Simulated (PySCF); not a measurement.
# [IrH5]-: relaxation and vibrations of the doublet

The task is one start of a wider search on [IrH5]-: the doublet, from a trigonal bipyramidal start. It is relaxed, tested by its Hessian and followed downhill if it is a saddle.

The runs use PySCF 2.14.0; PBE0, basis Ir def2-TZVPD with ECP60, H def2-TZVPD, scalar-relativistic core potentials, no spin–orbit coupling, density fitting.

## 1. The starting structure

6 atoms, charge -1, spin multiplicity 2.

Bond lengths: Ir1–H2 1.540 Å, Ir1–H3 1.540 Å, Ir1–H4 1.540 Å, Ir1–H5 1.540 Å, Ir1–H6 1.540 Å. Angles: H2–Ir1–H3 180.0°, H2–Ir1–H4 90.0°, H2–Ir1–H5 90.0°, H2–Ir1–H6 90.0°, H3–Ir1–H4 90.0°, H3–Ir1–H5 90.0°, H3–Ir1–H6 90.0°, H4–Ir1–H5 120.0°, H4–Ir1–H6 120.0°, H5–Ir1–H6 120.0°.

```xyz
6
charge -1 multiplicity 2
Ir    0.0000    0.0000    0.0000
H     0.0000    0.0000    1.5400
H     0.0000    0.0000   -1.5400
H     1.5400    0.0000    0.0000
H    -0.7700    1.3337    0.0000
H    -0.7700   -1.3337    0.0000
```

## 2. Relaxation: trigonal bipyramidal start, doublet

The steps below are one call of a driver around PySCF. For each, scf.py gives the equivalent set-up of the SCF; relaxations use the driver's own optimiser. Before each start the driver seeks the lowest SCF state from one or more starting densities and follows internal instabilities, so scf.py alone need not reach the same state.

The program finds D3h symmetry in the start, which this walk keeps. Threshold on the gradient: 0.0003 Eh/bohr, with a further test on the energy change.

Input file scf.py:

```python
from pyscf import gto, scf, dft
mol = gto.M(atom='''
Ir    -0.000000     0.000000     0.000000
H      0.000000    -0.000000     1.540000
H     -0.000000     0.000000    -1.540000
H      1.540012    -0.000010    -0.000000
H     -0.769997     1.333695     0.000000
H     -0.770015    -1.333684    -0.000000''',
    basis={'Ir': 'def2-TZVPD', 'H': 'def2-TZVPD'},
    ecp={'Ir': 'def2-TZVPD'},
    charge=-1, spin=1)
mf = dft.UKS(mol, xc='PBE0')
mf.grids.atom_grid = (50, 194)
aux = {'Ir': 'def2-universal-JKFIT', 'H': 'def2-universal-JKFIT'}
mf = mf.density_fit(auxbasis=aux)
mf.kernel()
```

After this run come: Releasing the symmetry; Hessian and properties; Downhill along the imaginary mode; Hessian and properties.

**Question.** What will these runs give? Wanted: minimum; geometry; wavenumbers; dipole moment; highest occupied, lowest empty level; polar-tensor charge of Ir1; zero-point energy; ⟨S²⟩.

**Answer**, as computed:

| quantity | value |
| --- | --- |
| minimum | doublet, Cs |
| geometry | Ir–H 1.568 Å, Ir–H 1.617 Å, Ir–H 1.627 Å (×2), Ir–H 1.739 Å; H–Ir–H 58.0°, H–Ir–H 76.8° (×2), H–Ir–H 97.1° (×2), H–Ir–H 98.1° (×2), H–Ir–H 136.9°, H–Ir–H 138.0° |
| wavenumbers (cm⁻¹) | 138 (a'), 149 (a''), 574 (a''), 624 (a'), 710 (a'), 756 (a'), 880 (a''), 1658 (a'), 1823 (a''), 2072 (a'), 2126 (a'), 2299 (a') |
| dipole moment (centre of mass) | 1.16 D |
| highest occupied, lowest empty level (either spin) | -0.39, 2.58 eV |
| polar-tensor charge of Ir1 | -0.12 e |
| zero-point energy | 82.6 kJ/mol |
| entropy at 298.15 K | 286.0 J/(mol K) |
| ⟨S²⟩ | 0.758 |

**Reading.** The trigonal bipyramidal start (D3h) ends in a minimum of Cs symmetry, after a stop at a higher-order saddle point 42.9 kJ/mol higher, from which it was pushed off along an imaginary mode. In the infrared the band at 1658 cm⁻¹ (a', stretch) leads. Most of the spin sits on Ir1 (Mulliken spin 0.69, against 1 for the whole molecule). Only this shape and spin were tried, so other structures or states may lie lower. Open d and f shells are described by one determinant, and the ground state may have another occupation or spin. Spin–orbit coupling, left out here, can matter for elements this heavy.
